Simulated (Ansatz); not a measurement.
**GaC+ (singlet): the correlation ladder at distance C1–Ga2 = 5.537 Å, cc-pVDZ**

Aim: climb from Hartree-Fock through coupled cluster and multireference methods for GaC+ (singlet) at one geometry and basis, and see what each rung misses.

Method: cc-pVDZ, core rule «outside noble gas», up to 15 orbitals frozen; program: Ansatz 0.2.0, Gaussian basis.

The runs, in order: UHF; CCSD(T) on RHF; CCSD(T) on UHF; BCCD(T) on RHF; CISD; CCSDT(Q) on RHF; CCSDT(Q) on UHF; CCSDTQ on RHF; CASSCF and MRCISD+Q, 2 electrons in 2 orbitals; CASSCF and NEVPT2, 2 electrons in 2 orbitals; CASSCF and MRCISD+Q, 6 electrons in 8 orbitals; CASSCF and MRCISD+Q(relaxed), 6 electrons in 8 orbitals; CASSCF and NEVPT2, 6 electrons in 8 orbitals; Full CI.

35 further runs of the same task are left out: 9 for a known fault of the program, 19 that didn't finish, 7 set aside as unsound or not needed. Runs told in other sessions of the task aren't counted.

## (1) The geometry

The geometry derives from a PBE0/def2-TZVP stationary point (not a proven minimum). One bond is set to the value named and the two fragments are kept rigid. No spin-orbit coupling is included. The filled d shell of Ga may be among the frozen orbitals whatever the setting's name suggests.

2 atoms, charge 1, spin multiplicity 1.

Atoms are counted from 1 here; the program's logs count them from 0.

No contacts short enough for the rule that draws bonds.

## (2) UHF

File in.yaml:

```yaml
crystal:
  periodic: [false, false, false]
  atoms:
    - {symbol: C, position_ang: [0.000000, 0.000000, 0.000000]}
    - {symbol: Ga, position_ang: [0.000000, 0.000000, 5.537000]}
basis:
  gaussian: {orbitals: cc-pVDZ}
total_charge: 1
magnetization: {spin_polarized: true, initial_magnetization: 0}
hamiltonian: {xc: hf}
output: {orbitals: {seedname: orbitals}}
```

Started as:

```bash
$ ansatz run in.yaml --threads 1 --pin off --events-out ev --progress --plain --max-ram 2393MiB
```

After this run come: CCSD(T) on RHF; CCSD(T) on UHF; BCCD(T) on RHF; CISD; CCSDT(Q) on RHF; CCSDT(Q) on UHF; CCSDTQ on RHF; CASSCF and MRCISD+Q, 2 electrons in 2 orbitals; CASSCF and NEVPT2, 2 electrons in 2 orbitals; CASSCF and MRCISD+Q, 6 electrons in 8 orbitals; CASSCF and MRCISD+Q(relaxed), 6 electrons in 8 orbitals; CASSCF and NEVPT2, 6 electrons in 8 orbitals; Full CI.

Q: Predict the results of all the runs planned. Wanted: FCI from the RHF energy; RMP2 from FCI; RCCSD from FCI; RCCSD(T) from FCI; RCCSDT(Q) from FCI; T1 diagnostic; effectively unpaired electrons.

As calculated:

| quantity | value |
| --- | --- |
| FCI from the RHF energy | -3.9457 eV |
| RMP2 from FCI | +1510.2 meV |
| RCCSD from FCI | +192.1 meV |
| RCCSD(T) from FCI | +109.4 meV |
| RCCSDT(Q) from FCI | +51.4 meV |
| levels within 1 kcal/mol (43 meV) | RCCSDTQ |
| T1 diagnostic | 0.006 |
| effectively unpaired electrons | 1.39 |

RCCSD(T) lands +109.4 meV from the yardstick (2.8 % of the correlation energy). The occupations show strong static correlation (1.4 unpaired electrons where one determinant has 0). Coupled cluster on one determinant still stays close here. These misses are within one basis, not against nature.

The restricted and unrestricted ladders end 1.52 eV apart at CCSDT(Q), which points to two states or an unsound top rung; rows of one don't measure the error of the other.
